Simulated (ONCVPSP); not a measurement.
# Ge: the cost of one run

Program: ONCVPSP 4.0.1.1 (patched build). Reference atom: PBE, scalar-relativistic, spherical and spin-unpolarised. All values are calculated.

15 further runs of the same task are left out: 2 that didn't finish, 13 set aside as unsound or not needed.

### 1 The design

Typed settings, in words:

```
element                 : germanium (Ge, Z = 32)
type                    : optimised norm-conserving Vanderbilt (ONCV)
frozen core             : [Ne]
valence charge          : 22
reference configuration : 3s2 3p6 3d10 4s2 4p2
partial waves           : 3s+4s: rc 1.05 bohr, ncon 4, nbas 8, qcut 10.6 1/bohr, 2 projectors; 3p+4p: rc 1.30 bohr, ncon 4, nbas 8, qcut 10.6 1/bohr, 2 projectors; 3d: rc 1.30 bohr, ncon 4, nbas 8, qcut 14.6 1/bohr, 2 projectors, debl 3.9 Ha
local potential         : polynomial inside 1.00 bohr (lpopt 5, dvloc0 6 Ha)
core correction         : Teter function, fcfact 3.25, rcfact 1.65
```

The nodes and maxima of the atom's own shells, from an earlier all-electron run, set the scale for the radii.

All-electron outer shells of the reference configuration (PBE, scalar-relativistic, ld1.x):

```
shell  level (eV)  outermost node (bohr)  outermost maximum (bohr)
   2s    -1371.79                   0.06                      0.18
   2p    -1198.71                      –                      0.14
   3s     -168.49                   0.26                      0.54
   3p     -115.62                   0.23                      0.54
   3d      -29.31                      –                      0.50
   4s      -11.73                   0.77                      1.75
   4p       -3.90                   0.82                      2.22
```

### 2 Generation

Ge.dat

```
# ATOM AND REFERENCE CONFIGURATION
# atsym  z   nc   nv     iexc    psfile
  Ge 32.00    3    5        4      upf
#
#   n    l    f
    1    0    2.00
    2    0    2.00
    2    1    6.00
    3    0    2.00
    3    1    6.00
    3    2   10.00
    4    0    2.00
    4    1    2.00
#
# PSEUDOPOTENTIAL AND OPTIMIZATION
# lmax
    2
#
#   l,   rc,      ep,       ncon, nbas, qcut
    0    1.05    0.00    4    8   10.60
    1    1.30    0.00    4    8   10.60
    2    1.30    0.00    4    8   14.60
#
# LOCAL POTENTIAL
# lloc, lpopt,  rc(5),   dvloc0
    4    5    1.00    6.00
#
# VANDERBILT-KLEINMAN-BYLANDER PROJECTORs
# l, nproj, debl
    0    2    2.10
    1    2    1.40
    2    2    3.90
#
# MODEL CORE CHARGE
# icmod, fcfact, rcfact
    3    3.25    1.65
#
# LOG DERIVATIVE ANALYSIS
# epsh1, epsh2, depsh
   -8.00    5.00    0.04
#
# OUTPUT GRID
# rlmax, drl
    6.00    0.01
#
# TEST CONFIGURATIONS
# ncnf
    4
# nvcnf
#   n    l    f
    5
    3    0    2.00
    3    1    6.00
    3    2   10.00
    4    0    2.00
    4    1    1.00
#
    5
    3    0    2.00
    3    1    6.00
    3    2   10.00
    4    0    2.00
    4    1    0.00
#
    5
    3    0    2.00
    3    1    6.00
    3    2   10.00
    4    0    1.00
    4    1    0.00
#
    5
    3    0    2.00
    3    1    6.00
    3    2   10.00
    4    0    2.00
    4    1    1.50
#
```

The run is started by

```bash
$ oncvpsp.x < Ge.dat > Ge.out
```

**Question.** How long does this run take on 1 thread of Neoverse-N1, shared host?

About 6 s.
